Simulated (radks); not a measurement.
# Ionising promethium step by step, Pm³¹⁺ to Pm⁴⁴⁺

How much does each further electron of promethium cost? Each ion is computed in its NIST ground configuration. Each value is a difference of total energies (Δ-SCF).

Program: radks (a radial shooting solver on a logarithmic mesh, Libxc functionals) version 1. Level of theory: scalar-relativistic Kohn-Sham, BLYP, spin-polarised, spherical densities, finite nucleus; open shells are filled with parallel spins first. These are calculated values, not measurements, unless marked.

## Step 1: What is computed

* element: promethium (Z = 61)
* charges: 31 to 44
* first configuration: [Ar] 3d10 4s2
* last configuration: [Ne] 3s2 3p5

Outer shells as boxes (Hund's rule):

Pm³¹⁺
```
[Ar] core
3d [↑↓][↑↓][↑↓][↑↓][↑↓]
4s [↑↓]
```

Pm⁴⁴⁺
```
[Ne] core
3s [↑↓]
3p [↑↓][↑↓][↑ ]
```

## Step 2: Pm³¹⁺, [Ar] 3d10 4s2

The run's settings:

```text
Z 61
configuration [Ar] 3d10 4s2
relativity scalar-relativistic
functional b88,lyp
spin polarised
nucleus finite rms 4.962 fm
c 137.035999084
```

## Step 3: Pm³²⁺, [Ar] 3d10 4s1

Changes since step 2:

```diff
@@ -1,3 +1,3 @@
 Z 61
-configuration [Ar] 3d10 4s2
+configuration [Ar] 3d10 4s1 4p0 5s0
 relativity scalar-relativistic
```

## Step 4: Pm³³⁺, [Ar] 3d10

The run's settings:

```text
Z 61
configuration [Ar] 3d10 4s0 4p0
relativity scalar-relativistic
functional b88,lyp
spin polarised
nucleus finite rms 4.962 fm
c 137.035999084
```

## Step 5: Pm³⁴⁺, [Ar] 3d9

The run's settings:

```text
Z 61
configuration [Ar] 3d9
relativity scalar-relativistic
functional b88,lyp
spin polarised
nucleus finite rms 4.962 fm
c 137.035999084
```

## Step 6: Pm³⁵⁺, [Ar] 3d8

Changes since step 5:

```diff
@@ -1,3 +1,3 @@
 Z 61
-configuration [Ar] 3d9
+configuration [Ar] 3d8 4s0 4p0
 relativity scalar-relativistic
```

## Step 7: Pm³⁶⁺, [Ar] 3d7

The run's settings:

```text
Z 61
configuration [Ar] 3d7
relativity scalar-relativistic
functional b88,lyp
spin polarised
nucleus finite rms 4.962 fm
c 137.035999084
```

## Step 8: Pm³⁷⁺, [Ar] 3d6

Changes since step 7:

```diff
@@ -1,3 +1,3 @@
 Z 61
-configuration [Ar] 3d7
+configuration [Ar] 3d6
 relativity scalar-relativistic
```

## Step 9: Pm³⁸⁺, [Ar] 3d5

Changes since step 8:

```diff
@@ -1,3 +1,3 @@
 Z 61
-configuration [Ar] 3d6
+configuration [Ar] 3d5
 relativity scalar-relativistic
```

## Step 10: Pm³⁹⁺, [Ar] 3d4

Changes since step 9:

```diff
@@ -1,3 +1,3 @@
 Z 61
-configuration [Ar] 3d5
+configuration [Ar] 3d4 4s0 4p0
 relativity scalar-relativistic
```

## Step 11: Pm⁴⁰⁺, [Ar] 3d3

The run's settings:

```text
Z 61
configuration [Ar] 3d3 4s0 4p0
relativity scalar-relativistic
functional b88,lyp
spin polarised
nucleus finite rms 4.962 fm
c 137.035999084
```

## Step 12: Pm⁴¹⁺, [Ar] 3d2

The run's settings:

```text
Z 61
configuration [Ar] 3d2
relativity scalar-relativistic
functional b88,lyp
spin polarised
nucleus finite rms 4.962 fm
c 137.035999084
```

## Step 13: Pm⁴²⁺, [Ar] 3d1

Changes since step 12:

```diff
@@ -1,3 +1,3 @@
 Z 61
-configuration [Ar] 3d2
+configuration [Ar] 3d1
 relativity scalar-relativistic
```

## Step 14: Pm⁴³⁺, [Ar]

Changes since step 13:

```diff
@@ -1,3 +1,3 @@
 Z 61
-configuration [Ar] 3d1
+configuration [Ar]
 relativity scalar-relativistic
```

## Step 15: Pm⁴⁴⁺, [Ne] 3s2 3p5

Changes since step 14:

```diff
@@ -1,3 +1,3 @@
 Z 61
-configuration [Ar]
+configuration [Ne] 3s2 3p5
 relativity scalar-relativistic
```

**Question.** What will these runs give? Wanted: for each run, species; configuration; Δ-SCF; −ε(HOMO); NIST; error.

As calculated:

```
species  configuration  Δ-SCF (eV)  −ε(HOMO) (eV)         NIST (eV)  error (%)
  Pm³¹⁺  [Ar] 3d10 4s2      1269.1         1249.6     1261 (theory)       +0.6
  Pm³²⁺  [Ar] 3d10 4s1      1315.6         1295.5  1309 (semi-emp.)       +0.5
  Pm³³⁺      [Ar] 3d10      2260.8         2214.1     2251 (theory)       +0.4
  Pm³⁴⁺       [Ar] 3d9      2357.0         2309.6     2344 (theory)       +0.6
  Pm³⁵⁺       [Ar] 3d8      2454.2         2406.3     2443 (theory)       +0.5
  Pm³⁶⁺       [Ar] 3d7      2552.5         2504.2     2549 (theory)       +0.1
  Pm³⁷⁺       [Ar] 3d6      2651.7         2603.0     2652 (theory)       -0.0
  Pm³⁸⁺       [Ar] 3d5      2780.8         2730.1     2755 (theory)       +0.9
  Pm³⁹⁺       [Ar] 3d4      2885.0         2833.7     2892 (theory)       -0.2
  Pm⁴⁰⁺       [Ar] 3d3      2990.3         2938.5     2997 (theory)       -0.2
  Pm⁴¹⁺       [Ar] 3d2      3096.6         3044.3     3112 (theory)       -0.5
  Pm⁴²⁺       [Ar] 3d1      3203.6         3151.0     3219 (theory)       -0.5
  Pm⁴³⁺           [Ar]      3565.8         3520.1     3519 (theory)       +1.3
```

**Reading.** Reference values: NIST Atomic Spectra Database (exp. measured, semi-emp. semi-empirical, theory a theoretical value adopted there). Per unit of the charge left behind, the cost jumps most at Pm³³⁺ ([Ar] 3d10): from 1315.6 to 2260.8 eV. There the highest level belongs to another shell. Minus the highest eigenvalue gives 98 to 99 % of the Δ-SCF value along the ladder. Open shells are spherical and high-spin; term and fine-structure splittings are not resolved. Spin-orbit splitting is averaged out at the scalar-relativistic level.
